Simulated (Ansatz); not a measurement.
# Mg: the cost of one run

Computed with Ansatz 0.2.0 (DFT PBEsol, scalar-relativistic, plane waves, PAW, unless a step's input says otherwise).

### Step 1. The structure to begin with

Symmetry: I4/mmm, No. 139, tetragonal system. The conventional cell has a = 3.672 Å, b = 3.672 Å, c = 3.359 Å, α = 90.00°, β = 90.00°, γ = 90.00°. Around Mg (site symmetry 4/mmm) lie 10 Mg at 3.09 to 3.36 Å.

Coordinates:

```
CELL_PARAMETERS angstrom
-1.83599 1.83599 1.67940
1.83599 -1.83599 1.67940
1.83599 1.83599 -1.67940
ATOMIC_POSITIONS crystal
Mg 0.00000 0.00000 0.00000
```

The structure comes from the Materials Project (structure only).

### Step 2. A change within the space group

Against the listed cell: strain xx, yy, zz, yz, xz, xy = -3.7, -3.7, +2.3, +0.0, +0.0, +0.0 %.

input.yaml

```yaml
crystal:
  lattice:
    - [-1.7672888232, 1.7672888232, 1.7173249628]
    - [1.7672888232, -1.7672888232, 1.7173249628]
    - [1.7672888232, 1.7672888232, -1.7173249628]
  atoms:
    - { symbol: Mg, position: [0.0, 0.0, 0.0] }
basis:
  ecutwfc: 420
kpoints:
  mp_grid: { grid: [16, 16, 16] }
hamiltonian:
  xc: pbesol
scf:
  occupations: { method: gaussian, width: 0.1 }
output:
  forces: true
  stress: true
  eigenvalues: true
  populations: true
```

On the command line:

```
$ ansatz run input.yaml --threads 1 --pin off --max-ram 1331MiB --backend cpu --events-out ev --progress --plain --runs-dir out
```

What time and memory should one allow on 1 thread of an x86-64 CPU, shared host?

About 11 s, with a peak of 0.34 GiB.
